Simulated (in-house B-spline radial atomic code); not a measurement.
# Xe¹⁰⁺: ionisation energy by several methods

How far do functionals differ on the ionisation energy of Xe¹⁰⁺? Each run solves Xe¹⁰⁺ and then the next ion ([Kr] 4d7).

Program: in-house B-spline radial atomic code version 1. Level of theory: scalar-relativistic (X2C), several functionals, spin-polarised; spherical all-electron atom at the radial basis limit. These are calculated values, not measurements, unless marked.

**1. The system**

| Item | Value |
| --- | --- |
| element | xenon (Z = 54) |
| charge | +10 |
| electrons | 44 |
| configuration | [Kr] 4d8 |
| nucleus | Fermi, rms radius 4.786 fm |

The outer shells:

[Kr] 4d8
```
[Kr] core
4d [↑↓][↑↓][↑↓][↑ ][↑ ]
```

Where spins are not typed, each open shell is filled with up spins first.

**2. r2SCAN, a meta-GGA**

Settings of the run:

```ini
Z = 54
electrons = 44.0
configuration = [Kr] 4d8
hamiltonian = x2c
method = r2scan
spin_polarised = True
nucleus = fermi
rms_radius = 4.7859
mass_number = 132
atomic_mass = 131.90415508346
speed_of_light = 137.035999084
```

**3. revTPSS, a meta-GGA**

Settings: those of step 2 with these lines changed.

```diff
@@ -4,3 +4,3 @@
 hamiltonian = x2c
-method = r2scan
+method = revtpss,revtpss
 spin_polarised = True
```

**4. AM05, a GGA**

Settings: those of step 3 with these lines changed.

```diff
@@ -4,3 +4,3 @@
 hamiltonian = x2c
-method = revtpss,revtpss
+method = am05
 spin_polarised = True
```

**5. M06-L, a meta-GGA**

Settings: those of step 4 with these lines changed.

```diff
@@ -4,3 +4,3 @@
 hamiltonian = x2c
-method = am05
+method = m06l
 spin_polarised = True
```

**6. SCAN, a meta-GGA**

Settings: those of step 5 with these lines changed.

```diff
@@ -4,3 +4,3 @@
 hamiltonian = x2c
-method = m06l
+method = scan,scan
 spin_polarised = True
```

**7. LDA (PW92)**

Settings: those of step 6 with these lines changed.

```diff
@@ -4,3 +4,3 @@
 hamiltonian = x2c
-method = scan,scan
+method = lda,pw
 spin_polarised = True
```

Q: The tabulated ionisation energy is 229.02 ± 0.2 eV (semi-empirical; NIST Atomic Spectra Database). What does each method give, and which comes nearest?

**Answer**, as computed:

| method | rung | total energy (hartree) | ΔSCF (eV) | −ε highest (eV) | ΔSCF less tabulated (eV) |
| --- | --- | --- | --- | --- | --- |
| LDA (PW92) | LDA | -7409.9737 | 229.90 | 217.13 (4d down) | +0.88 |
| AM05 | GGA | -7410.4031 | 229.68 | 216.92 (4d down) | +0.66 |
| r2SCAN | meta-GGA | -7416.7725 | 229.76 | 217.24 (4d down) | +0.74 |
| revTPSS | meta-GGA | -7415.4113 | 229.50 | 216.79 (4d down) | +0.48 |
| M06-L | meta-GGA | -7416.7429 | 230.01 | 217.43 (4d down) | +0.99 |
| SCAN | meta-GGA | -7417.2423 | 229.72 | 217.18 (4d down) | +0.70 |

Against the tabulated ionisation energy, 229.02 ± 0.2 eV (semi-empirical; NIST Atomic Spectra Database), the best here is revTPSS (+0.48 eV) and the worst M06-L (+0.99 eV, or 0.43 %). Mean absolute error by rung (exchange-only levels left out): LDA 0.88 eV, GGA 0.66 eV, meta-GGA 0.73 eV. Relativistic terms that these runs lack can be as large as the gaps between close methods, so the nearest may be so by luck. Spin-orbit coupling is left out. Open shells are averaged (over orientations, and over spins where the run is restricted), while tables refer to the lowest levels. For the semilocal functionals minus the highest level recovers only 94 to 95 % of their own ΔSCF value, a mark of self-interaction.

Members of this set that are not shown: 12 used exact exchange with fractional occupations of an open shell, which is unsound here.
